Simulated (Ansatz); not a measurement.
# Si7Mo: the cost of one run

Program: Ansatz 0.2.0. Level of theory: DFT PBE, scalar-relativistic, plane waves, PAW, unless a step names another level. These are calculated values, not measurements.

## Step 1: The starting structure

Symmetry: P4/mmm, No. 123, tetragonal system. Conventional cell: a = 3.284 Å, b = 3.284 Å, c = 10.560 Å, α = 90.00°, β = 90.00°, γ = 90.00°. Around Si (site symmetry 4mm) lie 9 Si at 2.59 to 2.70 Å and 1 Mo at 2.64 Å. Si (site symmetry 4mm) is surrounded by 9 Si at 2.51 to 2.76 Å. Si (site symmetry 4mm) has 6 Si at 2.51 to 2.70 Å and 4 Mo at 2.65 Å in its first shell of neighbours. Around Si (site symmetry 4/mmm) lie 10 Si at 2.64 to 2.76 Å. Mo (site symmetry 4/mmm) is surrounded by 10 Si at 2.64 to 2.65 Å.

As a file:

```
Si Mo
1.0
     3.28384    0.00000    0.00000
     0.00000    3.28384    0.00000
     0.00000    0.00000   10.56022
Si Mo
7 1
Direct
  0.00000 0.00000 0.25046
  0.50000 0.50000 0.35812
  0.00000 0.00000 0.74954
  0.50000 0.50000 0.64188
  0.50000 0.50000 0.87950
  0.50000 0.50000 0.12050
  0.00000 0.00000 0.50000
  0.00000 0.00000 0.00000
```

It came out lowest among 26 distinct ends of the trial cells. At a tolerance of 0.05 Å it has space group P4/mmm (No. 123).

## Step 2: A stricter relaxation, on the response runs' mesh and smearing

The input, input.yaml:

```yaml
crystal:
  lattice:
    - [3.2838409389, 0.0, 0.0]
    - [0.0, 3.2838409389, 0.0]
    - [0.0, 0.0, 10.5602240562]
  atoms:
    - { symbol: Si, position: [0.0, 0.0, 0.2504559315] }
    - { symbol: Si, position: [0.5, 0.5, 0.3581157459] }
    - { symbol: Si, position: [0.0, 0.0, 0.7495440685] }
    - { symbol: Si, position: [0.5, 0.5, 0.6418842541] }
    - { symbol: Si, position: [0.5, 0.5, 0.8794960167] }
    - { symbol: Si, position: [0.5, 0.5, 0.1205039833] }
    - { symbol: Si, position: [0.0, 0.0, 0.5] }
    - { symbol: Mo, position: [0.0, 0.0, 0.0] }
basis:
  ecutwfc: 420
kpoints:
  mp_grid: { grid: [10, 10, 4] }
hamiltonian:
  xc: pbe
scf:
  occupations: { method: gaussian, width: 0.1 }
output:
  forces: true
  stress: true
  eigenvalues: true
  write_density: true
  write_potential: true
  elf: true
  volumetric_format: npy
relax:
  adjacent_minimum: "off"
  f_tol: 0.001
  max_steps: 60
  cell: { stress_tol: 0.01 }
```

Run with:

```bash
$ ansatz run input.yaml --threads 3 --pin off --max-ram 7680MiB --backend cpu --events-out ev --progress --plain --runs-dir out
```

Q: Estimate wall time and peak memory on 3 threads of Intel Xeon Platinum 8488C (Sapphire Rapids), shared host.

About 6.5 s, with a peak of 0.58 GiB.
